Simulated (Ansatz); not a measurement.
# AlBH7NSi: basis-set convergence

One table from this session's results is given with a row withheld; the runs are named, their logs left out.

Program: Ansatz 0.2.0, Gaussian basis. Level of theory: one geometry, several basis sets. These are calculated values, not measurements.

The runs, in order: PBE0-D4/def2-SVP; ωB97M-V/def2-SVP; PBE0-D4/def2-QZVPP; ωB97M-V/def2-QZVPP; the functionals' def2-TZVPP values are taken from earlier runs.

1 further run of the same task is left out (it didn't finish).

### The relaxed structure

All runs share one geometry, relaxed beforehand with PBE0-D4 in a triple-zeta def2 set.

SMILES `NB[SiH2][AlH2]`, 11 atoms, charge 0, spin multiplicity 1.

Atoms are counted from 1 here; the program's logs count them from 0.

Bond lengths: N1–B2 1.387 Å, N1–H5 1.007 Å, N1–H6 1.007 Å, B2–Si3 2.016 Å, B2–H7 1.200 Å, Si3–Al4 2.450 Å, Si3–H8 1.494 Å, Si3–H9 1.498 Å, Al4–H10 1.591 Å, Al4–H11 1.592 Å. Angles: B2–N1–H5 123.6°, B2–N1–H6 123.0°, H5–N1–H6 113.4°, N1–B2–Si3 121.5°, N1–B2–H7 117.5°, Si3–B2–H7 120.9°, B2–Si3–Al4 108.5°, B2–Si3–H8 110.5°, B2–Si3–H9 111.1°, Al4–Si3–H8 109.7°, Al4–Si3–H9 109.5°, H8–Si3–H9 107.5°, Si3–Al4–H10 121.6°, Si3–Al4–H11 120.4°, H10–Al4–H11 117.9°.

Coordinates:

```mol
AlBH7NSi
  3D, bonds by distance, orders not assigned

 11 10  0  0  0  0  0  0  0  0999 V2000
   -1.0033    1.9689    0.1003 N   0  0
    0.1381    1.2755   -0.2745 B   0  0
    0.7452   -0.3708    0.7176 Si  0  0
    0.1623   -2.3405   -0.6174 Al  0  0
   -1.5610    1.7311    0.9038 H   0  0
   -1.3440    2.7753   -0.3978 H   0  0
    0.7271    1.6614   -1.2463 H   0  0
    2.2213   -0.3322    0.9417 H   0  0
    0.0879   -0.4637    2.0602 H   0  0
    1.1522   -2.9266   -1.7167 H   0  0
   -1.2606   -3.0355   -0.4502 H   0  0
  1  2  8  0
  2  3  8  0
  3  4  8  0
  1  5  8  0
  1  6  8  0
  2  7  8  0
  3  8  8  0
  3  9  8  0
  4 10  8  0
  4 11  8  0
M  END
```

Set-up of the first run:

in.yaml reads:

```yaml
crystal:
  periodic: [false, false, false]
  atoms:
    - {symbol: N, position_ang: [-1.003297, 1.968948, 0.100292]}
    - {symbol: B, position_ang: [0.138120, 1.275529, -0.274533]}
    - {symbol: Si, position_ang: [0.745172, -0.370807, 0.717643]}
    - {symbol: Al, position_ang: [0.162328, -2.340465, -0.617422]}
    - {symbol: H, position_ang: [-1.560954, 1.731095, 0.903792]}
    - {symbol: H, position_ang: [-1.344046, 2.775292, -0.397779]}
    - {symbol: H, position_ang: [0.727115, 1.661393, -1.246257]}
    - {symbol: H, position_ang: [2.221348, -0.332152, 0.941669]}
    - {symbol: H, position_ang: [0.087888, -0.463745, 2.060220]}
    - {symbol: H, position_ang: [1.152226, -2.926619, -1.716686]}
    - {symbol: H, position_ang: [-1.260598, -3.035469, -0.450237]}
basis:
  gaussian: {orbitals: def2-SVP}
hamiltonian: {xc: pbe0, dispersion: d4}
output: {orbitals: {seedname: orbitals}}
```

Launch:

```bash
$ ansatz run in.yaml --threads 2 --pin off --events-out ev --progress --plain --max-ram 4352MiB
```

Among the steps run: PBE0-D4 in def2-SVP; ωB97M-V in def2-SVP; PBE0-D4 in def2-QZVPP; ωB97M-V in def2-QZVPP.

One of the session's tables, all rows but one given; the rest of the session is left out.

```
functional       basis  HOMO (eV)  LUMO (eV)
   PBE0-D4    def2-SVP      -7.00      -1.86
   PBE0-D4  def2-TZVPP      -7.02      -1.91
   PBE0-D4  def2-QZVPP      -7.03      -1.93
   ωB97M-V    def2-SVP      -8.92      -0.16
   ωB97M-V  def2-TZVPP          ?          ?
   ωB97M-V  def2-QZVPP      -8.99      -0.37
```

**Question.** Estimate the row for ωB97M-V, def2-TZVPP.

**Answer.** HOMO (eV): -8.98; LUMO (eV): -0.27. In the column «HOMO (eV)» it lies between ωB97M-V, def2-QZVPP (-8.99) and ωB97M-V, def2-SVP (-8.92).
